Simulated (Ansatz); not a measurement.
# HfIn4SiO6 (P312) in Ansatz: relaxation of cell and atoms with r2SCAN+rVV10

Aim: the relaxation of cell and atoms of HfIn4SiO6 with r2SCAN+rVV10.

All numbers are computed with Ansatz 0.2.0; they aren't measurements. Logs are shortened: lines on timing, memory, paths and dates and some standing lists are left out, and cuts for length are marked.

### Step 1. The crystal as given

The structure is trigonal, space group P312 (No. 149). The conventional cell has a = 5.277 Å, b = 5.277 Å, c = 10.559 Å, α = 90.00°, β = 90.00°, γ = 120.00°. Hf (site symmetry 32) is surrounded by 6 O at 2.10 Å. In (site symmetry 3) has 3 O at 2.62 Å as nearest neighbours. In (site symmetry 3) has 3 O at 2.32 Å as nearest neighbours. Around Si (site symmetry 32) lie 6 O at 1.83 Å. Around O (site symmetry 1) lie 1 Si at 1.83 Å and 1 Hf at 2.10 Å.

The cell was built by a generator and needn't be a form met in nature.

### Step 2. Relaxation of cell and atoms, r2SCAN+rVV10

input.yaml reads:

```yaml
crystal:
  lattice:
    - [5.27743, 0.0, 0.0]
    - [-2.63872, 4.57039, 0.0]
    - [0.0, 0.0, 10.55905]
  atoms:
    - { symbol: Hf, position: [0.0, 0.0, 0.0] }
    - { symbol: In, position: [0.33333, 0.66667, 0.30446] }
    - { symbol: In, position: [0.33333, 0.66667, 0.69554] }
    - { symbol: In, position: [0.66667, 0.33333, 0.78919] }
    - { symbol: In, position: [0.66667, 0.33333, 0.21081] }
    - { symbol: Si, position: [0.33333, 0.66667, 0.0] }
    - { symbol: O, position: [0.30634, 0.37162, 0.89972] }
    - { symbol: O, position: [0.62838, 0.69366, 0.10028] }
    - { symbol: O, position: [0.62838, 0.93471, 0.89972] }
    - { symbol: O, position: [0.06529, 0.37162, 0.10028] }
    - { symbol: O, position: [0.06529, 0.69366, 0.89972] }
    - { symbol: O, position: [0.30634, 0.93471, 0.10028] }
hamiltonian:
  xc: r2scan
  pseudopotentials: { kind: paw }
  dispersion: rvv10
kpoints:
  mp_grid: { grid: [4, 4, 2] }
scf:
  occupations: { method: fermi_dirac, width: 0.05 }
output:
  forces: true
  stress: true
  eigenvalues: true
relax:
  f_tol: 0.01
  max_steps: 40
  cell: { stress_tol: 0.05 }
```

Potentials or basis: Ansatz PAW.

On the command line:

```
$ ansatz run input.yaml --threads 8 --pin off --max-ram 20480MiB --backend cpu --events-out ev --progress --plain --runs-dir out
```

What it wrote:

```text
Warning: the atoms were moved onto the symmetric positions of the space group found under crystal.symmetry.tolerance 1.0e-5 (fractional; no operation is sought that the atoms, as they stand in a round, miss by more than twice it, and no atom is moved by as much as it), and the run uses the moved positions. Before a round's move an operation carried an atom to 7.48e-5 Å from where it should land, the largest such distance. Atom 1 (counting from 0) moved farthest, by 3.05e-5 Å; the longest move in fractions of the cell, of whichever atom, is 0.47 of the tolerance, in 1 round. To run the atoms as typed, lower crystal.symmetry.tolerance until the operations that they miss are no longer found, or set crystal.symmetry.detect: false (a key that needs symmetry detection or time reversal refuses this as the deck is read). The positions used, in the order of the run's atom list: position: [4.272540065069098e-17, -9.251929124621909e-18, 0.0]; position: [0.33333333333333337, 0.6666666666666667, 0.30446]; position: [0.33333333333333337, 0.6666666666666667, 0.69554]; position: [0.6666666666666666, 0.3333333333333333, 0.78919]; position: [0.6666666666666666, 0.3333333333333333, 0.21081]; position: [0.33333333333333337, 0.6666666666666667, 0.0]; position: [0.3063366666666667, 0.37162333333333325, 0.89972]; position: [0.6283766666666667, 0.6936633333333334, 0.10028]; position: [0.6283766666666667, 0.9347133333333334, 0.89972]; position: [0.0652866666666667, 0.37162333333333325, 0.10028]; position: [0.0652866666666667, 0.6936633333333334, 0.89972]; position: [0.3063366666666667, 0.9347133333333334, 0.10028]; The lattice was moved too: crystal.lattice keeps the space group found at crystal.symmetry.tolerance 1.0e-5 only nearly: the operation that it misses by the most changes a squared length by the fraction 2.19e-6. The run uses the lattice that is a stretch of the typed one, with no rotation, onto the one that keeps every operation to a double's rounding (on a very oblique basis the stretch itself rounds by more); the deck's lattice vector that moved farthest moved by 3.02e-6 Å. To run the lattice as typed, set crystal.symmetry.tolerance under 5.05e-7, the least fraction by which an operation that the lattice misses changes a squared length (the same key also sets how far an atom may lie from its image, so lowering it can lose operations that the atoms keep only within it), or set crystal.symmetry.detect: false, as for the atoms. crystal.lattice made exact, in Å and degrees: [[5.277430896802439, 2.886751346061088e-6, 0.0], [-2.63871794840122, 4.5703877799721315, 0.0], [0.0, 0.0, 10.55905]]. Pasted over the deck's crystal.lattice, beside positions in fractional coordinates, it runs the same cell (given as lengths and angles, that cell in the form's own orientation, a rigid turn of the misfit's size from the one run here, for which a checkpoint.post_process_only pass over this run's state can be refused: where this run relaxes nothing, give such a pass this deck's own crystal.lattice, as typed; behind a relaxation, as crystal.lattice, the state's own cell, identity.cell in its checkpoint.json), and a matrix so pasted ends this notice, except on a very skew basis of the lattice, where the rounding of the pasted numbers themselves can read as a misfit: the cell is then moved again, and that move is told again. The lattice as run is in this notice's lattice.as_run_ang field (Run.prep()["deck_notices"] in Python, the deck_notice line of an events file, deck_notices of ansatz run --dry-run=json, or deck_notices in record.json in the deck's checkpoint.write directory).
Warning: RAYON_NUM_THREADS=8 ignored (pool sized by the plan → 8); use --threads N
Engine: ansatz 0.2.0, aarch64-unknown-linux-gnu
Pseudopotentials: kind: paw
Pseudopotential: Hf, paw, valence charge 26, recommended cutoff 500 eV (meta_gga), Hf.paw.azcp
Pseudopotential: In, paw, valence charge 13, recommended cutoff 500 eV (meta_gga), In.paw.azcp
Pseudopotential: Si, paw, valence charge 4, recommended cutoff 500 eV (meta_gga), Si.paw.azcp
Pseudopotential: O, paw, valence charge 6, recommended cutoff 500 eV (meta_gga), O.paw.azcp
Functional definition: r2SCAN+rVV10
  parameter k0 = 0.174
  parameter k1 = 0.065
  parameter a1 = 4.9479
  exchange = r2scan_x(k0 = k0, k1 = k1, a1 = a1)
  correlation = r2scan_c + rvv10(11.95, 0.0093)
Crystal: 12 atoms, lattice volume = 254.683 Å³
Basis set: ecut = 500 eV, 6495 PW (Γ), exchange–correlation on 180×180×360 points (64 copies of the dense FFT grid, shifted against one another)
Bands: 71, of which v1, the nominal top of the filled ones, is band 59 counted from 1 (58 counted from 0)
Symmetry: 6 space group operations
Space group: P312 (ITA 149), of the structure as read, at distance tolerance 6.3e-5 Å
k-points: 8 of 32 (time reversal used)
Non-local potential: Hf, projectors of the file, l = 0: 3, l = 1: 2, l = 2: 2, l = 3: 3
Non-local potential: In, projectors of the file, l = 0: 2, l = 1: 2, l = 2: 2, l = 3: 2
Non-local potential: Si, projectors of the file, l = 0: 2, l = 1: 2, l = 2: 2
Non-local potential: O, projectors of the file, l = 0: 2, l = 1: 2, l = 2: 1
PAW form: soft (Blöchl's): semilocal exchange-correlation on the pseudo side does not see the compensation charge
rVV10 density: all electrons in the spheres
PAW frozen core: Hf, regenerated for the run's functional (the file was generated under x = pbe(κ = 0.804, μ = 0.2195149727645171), c = pbe(β = 0.06672455060314922))
[... 187 lines left out ...]
  atom   1  Hf    -0.00000000     0.00000000    -0.00000000
  atom   2  In    -0.00000000     0.00000000    -0.00134417
  atom   3  In    -0.00000000     0.00000000     0.00134417
  atom   4  In     0.00000000    -0.00000000    -0.00214629
  atom   5  In     0.00000000    -0.00000000     0.00214629
  atom   6  Si     0.00000000    -0.00000000     0.00000000
  atom   7  O      0.00165000    -0.00861615     0.00152025
  atom   8  O      0.00828680     0.00287914    -0.00152025
  atom   9  O      0.00663680     0.00573701     0.00152025
  atom  10  O     -0.00164999    -0.00861615    -0.00152025
  atom  11  O     -0.00828680     0.00287913     0.00152025
  atom  12  O     -0.00663681     0.00573701    -0.00152025
  max |Σ_I F_I| component: 2.65e-16 eV/Å
--- Stress (GPa, compression-positive) ---
        0.018327      -0.000000      -0.000000
       -0.000000       0.018327       0.000000
       -0.000000       0.000000       0.000627
  P = ⅓ Tr σ = 0.0124 GPa (0.124 kbar)
--- Band table (eV; the first three rows and the last of 8) ---
  k-point 0: bands = ["-56.2229", "-24.4556", "-24.4556", "-24.4301", "-14.4365", "-12.6540", "-12.6540", "-12.6177", "-11.9049", "-11.9049", "-7.3125", "-7.3125", "-7.3031", "-7.3031", "-7.2411", "-7.2169", "-7.2169", "-7.1876", "-7.1876", "-7.1393", "-7.0122", "-7.0122", "-7.0061", "-6.9973", "-6.9973", "-6.9759", "-6.9464", "-6.9464", "-6.9060", "-6.9060", "-4.5462", "-4.5346", "-4.5346", "-4.5137", "-4.5101", "-4.5050", "-4.5050", "-1.9532", "0.1692", "0.3920", "0.3920", "0.5732", "1.3363", "1.8736", "1.8736", "2.5902", "2.7438", "2.7438", "2.9908", "3.4700", "3.4700", "4.1290", "4.3667", "4.3667", "4.9053", "4.9053", "5.5916", "7.4298", "8.9833", "10.0309", "10.0309", "10.3194", "10.5400", "10.5400", "10.8182", "12.0381", "12.0381", "12.8705", "12.8705", "12.9644", "13.1680"]
  k-point 1: bands = ["-56.2229", "-24.4556", "-24.4556", "-24.4301", "-14.4364", "-12.6540", "-12.6540", "-12.6180", "-11.9049", "-11.9049", "-7.3115", "-7.3115", "-7.3036", "-7.3036", "-7.2363", "-7.2093", "-7.2093", "-7.1961", "-7.1961", "-7.1431", "-7.0076", "-7.0076", "-7.0038", "-7.0018", "-7.0018", "-6.9791", "-6.9466", "-6.9466", "-6.9055", "-6.9055", "-4.5462", "-4.5346", "-4.5346", "-4.5137", "-4.5101", "-4.5050", "-4.5050", "-1.9396", "0.2632", "0.3918", "0.3918", "0.4733", "1.1072", "1.8736", "1.8736", "2.5941", "2.7447", "2.7447", "3.4697", "3.4697", "3.9641", "3.9759", "4.3679", "4.3679", "4.6037", "4.9059", "4.9059", "8.0466", "8.6556", "9.9231", "9.9231", "10.6848", "10.6848", "10.9594", "11.0292", "11.7152", "11.9657", "11.9657", "12.8118", "12.8118", "13.0049"]
  k-point 2: bands = ["-56.2229", "-24.4639", "-24.4574", "-24.4289", "-14.2367", "-12.7919", "-12.7350", "-12.4413", "-12.0604", "-11.9284", "-7.3305", "-7.3276", "-7.3140", "-7.2991", "-7.2432", "-7.2103", "-7.1995", "-7.1805", "-7.1724", "-7.1567", "-7.0414", "-7.0215", "-7.0142", "-7.0036", "-6.9767", "-6.9621", "-6.9492", "-6.9311", "-6.9248", "-6.9072", "-4.5426", "-4.5411", "-4.5353", "-4.5200", "-4.5149", "-4.5049", "-4.5028", "-1.6882", "0.1061", "0.1901", "0.6695", "0.8550", "1.2112", "1.2607", "2.1907", "2.5697", "2.8106", "3.0360", "3.3063", "3.4405", "3.6908", "4.0118", "4.0675", "4.5270", "4.5381", "4.7302", "5.6792", "6.7412", "7.4993", "9.4086", "9.5217", "9.9483", "10.9511", "10.9700", "11.3170", "11.9122", "12.0036", "12.7089", "12.9332", "13.4849", "13.9194"]
  k-point 7: bands = ["-56.2229", "-24.4702", "-24.4613", "-24.4278", "-13.9770", "-12.9014", "-12.7886", "-12.3978", "-12.2291", "-11.9220", "-7.3676", "-7.3534", "-7.2930", "-7.2751", "-7.2509", "-7.1986", "-7.1954", "-7.1791", "-7.1727", "-7.1550", "-7.0713", "-7.0435", "-7.0139", "-6.9910", "-6.9832", "-6.9629", "-6.9355", "-6.9311", "-6.9227", "-6.9069", "-4.5506", "-4.5404", "-4.5370", "-4.5270", "-4.5224", "-4.5012", "-4.4945", "-1.2779", "-0.2487", "0.1943", "0.6575", "1.0254", "1.2668", "1.6807", "1.9674", "2.2216", "2.6256", "2.9273", "3.4683", "3.6864", "3.9557", "4.1728", "4.2445", "4.4531", "4.7171", "4.9052", "5.2922", "5.7610", "6.5766", "8.2614", "9.1295", "10.4849", "11.1024", "11.3603", "11.5889", "11.6933", "12.5837", "13.1058", "13.3116", "13.4290", "13.7544"]
--- Relaxed structure (9 steps of the walk, 8 accepted, 1 SCFs on fresh bases) ---
  F+E_penalty+E_count = -42226.53461916 eV   max|allowed force component| = 8.616e-3 eV/Å   (the final SCF, on the basis selected at the relaxed cell)
  cell:  # Å, volume = 227.7633 Å³
    - [5.149449909822225, 2.8167458275153962e-6, -4.6004291971217617e-17]
    - [-2.5747273942845554, 4.45955302904862, 2.9773803010369045e-17]
    - [-9.204510183073235e-17, 1.5644627076677026e-17, 9.918166804059794]
  atoms:
    - { symbol: Hf, position: [4.275957940274354e-17, -9.240067984480526e-18, 3.3135658613149586e-19] }
    - { symbol: In, position: [0.3333333333333334, 0.6666666666666669, 0.3229801764139047] }
    - { symbol: In, position: [0.33333333333333337, 0.6666666666666669, 0.6770198235860954] }
    - { symbol: In, position: [0.6666666666666665, 0.3333333333333333, 0.774865185945764] }
    - { symbol: In, position: [0.6666666666666665, 0.3333333333333333, 0.22513481405423627] }
    - { symbol: Si, position: [0.3333333333333334, 0.6666666666666669, 3.313565861314947e-19] }
    - { symbol: O, position: [0.3144293770140144, 0.37276342692402836, 0.8944487004975444] }
    - { symbol: O, position: [0.6272365730759715, 0.6855706229859858, 0.10555129950245554] }
    - { symbol: O, position: [0.6272365730759715, 0.941665950089986, 0.8944487004975444] }
    - { symbol: O, position: [0.058334049910014035, 0.37276342692402836, 0.10555129950245554] }
    - { symbol: O, position: [0.05833404991001402, 0.6855706229859855, 0.8944487004975444] }
    - { symbol: O, position: [0.3144293770140146, 0.9416659500899863, 0.10555129950245554] }
```

It took 89 s on 8 threads of Arm Neoverse V1, shared host; peak memory 1.7 GiB.

What came out:

| Property | Result |
| --- | --- |
| Free energy | -42226.5346 eV |
| Relaxed volume | 18.98 Å³/atom |
| Relaxed cell | a = 5.149 Å, b = 5.149 Å, c = 9.918 Å, α = 90.00°, β = 90.00°, γ = 120.00° |
| Space group after relaxing (to 0.05 Å) | P312 (No. 149) |
| Energy gained by relaxing | 18.4 meV/atom |
| Ionic steps | 9 |
| Pressure after relaxing | 0.0 GPa |
| Largest force after relaxing | 0.009 eV/Å |
| Band gap on the k mesh | none (metal or under the smearing width) |

Forces in eV/Å, atoms in the order of the input:
```
Hf   0.000  0.000  0.000
In   0.000  0.000 -0.001
In   0.000  0.000  0.001
In   0.000  0.000 -0.002
In   0.000  0.000  0.002
Si   0.000  0.000  0.000
O    0.002 -0.009  0.002
O    0.008  0.003 -0.002
O    0.007  0.006  0.002
O   -0.002 -0.009 -0.002
O   -0.008  0.003  0.002
O   -0.007  0.006 -0.002
```

Step by step:
```tsv
step	energy change (eV)	largest force (eV/Å)	volume (Å³)
1	0.0000	0.3188	254.68
2	-0.1292	0.4142	239.46
3	-0.2041	0.1292	232.69
4	-0.2229	0.0697	230.24
5	-0.2281	0.0350	226.13
6	-0.2275	0.0867	228.57
7	-0.2291	0.0145	227.94
8	-0.2292	0.0085	227.76
9	-0.2212	0.0089	227.76
```

Final structure:
```xyz
12
Lattice="5.1494 0.0000 0.0000 -2.5747 4.4596 0.0000 0.0000 0.0000 9.9182" Properties=species:S:1:pos:R:3 pbc="T T T"
Hf    0.0000    0.0000    0.0000
In    0.0000    2.9730    3.2034
In    0.0000    2.9730    6.7148
In    2.5747    1.4865    7.6852
In    2.5747    1.4865    2.2329
Si    0.0000    2.9730    0.0000
O     0.6594    1.6624    8.8713
O     1.4648    3.0573    1.0469
O     0.8054    4.1994    8.8713
O    -0.6594    1.6624    1.0469
O    -1.4648    3.0573    8.8713
O    -0.8054    4.1994    1.0469
```

Levels at points of the mesh, in eV from the Fermi level:
| k point | band 57 | band 58 | band 59 | band 60 | band 61 | band 62 |
| --- | --- | --- | --- | --- | --- | --- |
| (0.00, 0.00, 0.00) | -2.61 | -0.77 | 0.78 | 1.83 | 1.83 | 2.12 |
| (0.00, 0.00, -0.50) | -3.30 | -0.16 | 0.45 | 1.72 | 1.72 | 2.48 |
| (0.00, -0.50, 0.00) | -2.61 | -2.43 | -1.67 | 0.98 | 1.18 | 1.68 |
| (0.00, -0.50, -0.50) | -2.81 | -2.39 | -1.93 | 0.79 | 1.53 | 1.65 |

Caveat: the plane-wave basis is chosen anew once the cell has moved, so the energies of steps on either side of that aren't comparable; the PAW data sets come from PBE, with cores solved anew for the run's functional, which leaves a small shift of forces and pressure. Spin-orbit coupling is left out, which matters for the levels of Hf.
